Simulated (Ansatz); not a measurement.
# As2O: the cost of one run

Method: DFT PBE, scalar-relativistic, plane waves, PAW, in Ansatz 0.2.0.

## (1) The structure to begin with

Symmetry: P4_2/mnm, No. 136, tetragonal system. The conventional cell has a = 5.454 Å, b = 5.454 Å, c = 3.513 Å, α = 90.00°, β = 90.00°, γ = 90.00°. As (site symmetry m2m) has 3 O at 2.31 to 2.36 Å as nearest neighbours. O (site symmetry mmm) is surrounded by 6 As at 2.31 to 2.36 Å.

As a file:

```cif
data_structure
_symmetry_space_group_name_H-M 'P4_2/mnm'
_symmetry_Int_Tables_number 136
_cell_length_a 5.4538
_cell_length_b 5.4538
_cell_length_c 3.5128
_cell_angle_alpha 90.000
_cell_angle_beta 90.000
_cell_angle_gamma 90.000
_cell_volume 104.49
loop_
_atom_site_label
_atom_site_type_symbol
_atom_site_symmetry_multiplicity
_atom_site_Wyckoff_symbol
_atom_site_fract_x
_atom_site_fract_y
_atom_site_fract_z
_atom_site_occupancy
As1 As 4 f 0.30600 0.30600 0.00000 1
O1 O 2 a 0.00000 0.00000 0.00000 1
```

(A quick probe on a coarse mesh, which set the mesh and smearing, is not shown.)

## (3) Relaxing cell and atoms

Input file input.yaml:

```yaml
crystal:
  lattice:
    - [5.4538360502, 0.0, 0.0]
    - [0.0, 5.4538360502, 0.0]
    - [0.0, 0.0, 3.5128212609]
  atoms:
    - { symbol: As, position: [0.306, 0.306, 0.0] }
    - { symbol: As, position: [0.194, 0.806, 0.5] }
    - { symbol: As, position: [0.694, 0.694, 0.0] }
    - { symbol: As, position: [0.806, 0.194, 0.5] }
    - { symbol: O, position: [0.0, 0.0, 0.0] }
    - { symbol: O, position: [0.5, 0.5, 0.5] }
basis:
  ecutwfc: 420
kpoints:
  mp_grid: { grid: [8, 8, 10] }
hamiltonian:
  xc: pbe
scf:
  occupations: { method: gaussian, width: 0.1 }
output:
  forces: true
  stress: true
  eigenvalues: true
relax:
  adjacent_minimum: "off"
  f_tol: 0.01
  max_steps: 80
  cell: { stress_tol: 0.05 }
```

Run with:

```sh
$ ansatz run input.yaml --threads 1 --pin off --max-ram 2560MiB --backend cpu --events-out ev --progress --plain --runs-dir out
```

What time and memory should one allow on 1 thread of Arm Neoverse V2, shared host?

About 8.9 min, with a peak of 0.59 GiB.
